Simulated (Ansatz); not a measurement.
Task: a convergence test of the k-point mesh of Ir, space group Pmma, with the Python package of Ansatz (0.2.0). Give the script and its output. Use (first run): LDA, PAW, cutoff 422 eV, 1×4×2 k-points, Methfessel-Paxton smearing of 0.15 eV. The script varies spacing (1/A): 0.8, 0.6, 0.5, 0.4, 0.33.

```yaml
crystal:
  lattice:
    - [12.23846, 0.00000, 0.00000]
    - [0.00000, 2.23343, 0.00000]
    - [0.00000, 0.00000, 7.19300]
  atoms:
    - { symbol: Ir, position: [0.25000, 0.00000, 0.16399] }
    - { symbol: Ir, position: [0.75000, 0.00000, 0.83601] }
```

Script `kconv_ir.py`:
```python
# -*- coding: utf-8 -*-
'''k-point test for Ir.'''

import warnings

import ansatz
from pymatgen.core import Lattice, Structure
from pymatgen.io.ase import AseAtomsAdaptor

warnings.simplefilter('ignore', ansatz.DeckWarning)

pmg_structure = Structure(
    Lattice([(12.23845525, 0.0, 0.0), (0.0, 2.23343126, 0.0), (0.0, 0.0, 7.1930008)]),
    ['Ir', 'Ir'],
    [
        (0.25, 0.0, 0.1639884),
        (0.75, 0.0, 0.8360116),
    ],
)
cell = ansatz.Crystal.from_ase(AseAtomsAdaptor.get_atoms(pmg_structure))

calculation = (
    cell.calculation()
    .occupations('methfessel_paxton', width=0.15)
    .functional('LDA')
    .basis(31 * ansatz.Ry)
    .forces()
    .stress()
)

rows = []
for value in [0.8, 0.6, 0.5, 0.4, 0.33]:
    summary = calculation.kpoints(spacing=value).run(threads=1).report
    rows.append((value, summary['free_energy_ev'] / len(summary['lattice']['sites']), summary['n_iterations'], sum(summary['stress_gpa'][i][i] for i in range(3)) / 3, max(abs(f) for row in summary['forces_ev_ang'] for f in row), summary['n_kpoints']))

print('spacing (1/A)   F/atom (eV)    iterations       P (GPa)  max component (eV/A)      k-points')
for row in rows:
    print(f'{str(row[0]):>12s}  {row[1]:12.5f}  {row[2]:12d}  {row[3]:12.3f}  {row[4]:20.4f}  {row[5]:12d}')

# the last row is the reference
for row in rows[:-1]:
    shift = 1000 * (row[1] - rows[-1][1])
    print(f'{row[0]}: {shift:+.2f} meV/atom' + ('  (within 1 meV)' if abs(shift) < 1 else ''))
```

```console
$ python kconv_ir.py
spacing (1/A)   F/atom (eV)    iterations       P (GPa)  max component (eV/A)      k-points
         0.8  -11659.12535             8         0.363                0.0013             6
         0.6  -11659.12389             8        -0.532                0.0013             6
         0.5  -11658.57038             9        -0.645                0.0019            16
         0.4  -11658.66480            10         0.450                0.0022            20
        0.33  -11658.76123             7        -0.170                0.0017            20
0.8: -364.12 meV/atom
0.6: -362.66 meV/atom
0.5: +190.85 meV/atom
0.4: +96.43 meV/atom
```

What to keep in mind:
- The cell holds layers, chains or clusters in vacuum, no bulk phase; its stress is averaged over the vacuum too and scales with the cell's height.
- The free energy holds a sizeable smearing term, which stands for no physical temperature.
- Pressure is positive in compression.
- Points of the mesh across the vacuum add cost only.
- Spin-orbit coupling, which matters for elements this heavy, is left out.
- This isn't the structure that Ir takes at ambient conditions.
- Shifts are counted from the finest mesh, which is itself no proven limit.
- The whole script took 28 s on 1 thread of Arm Neoverse N1 (shared host), peak memory 0.51 GiB.
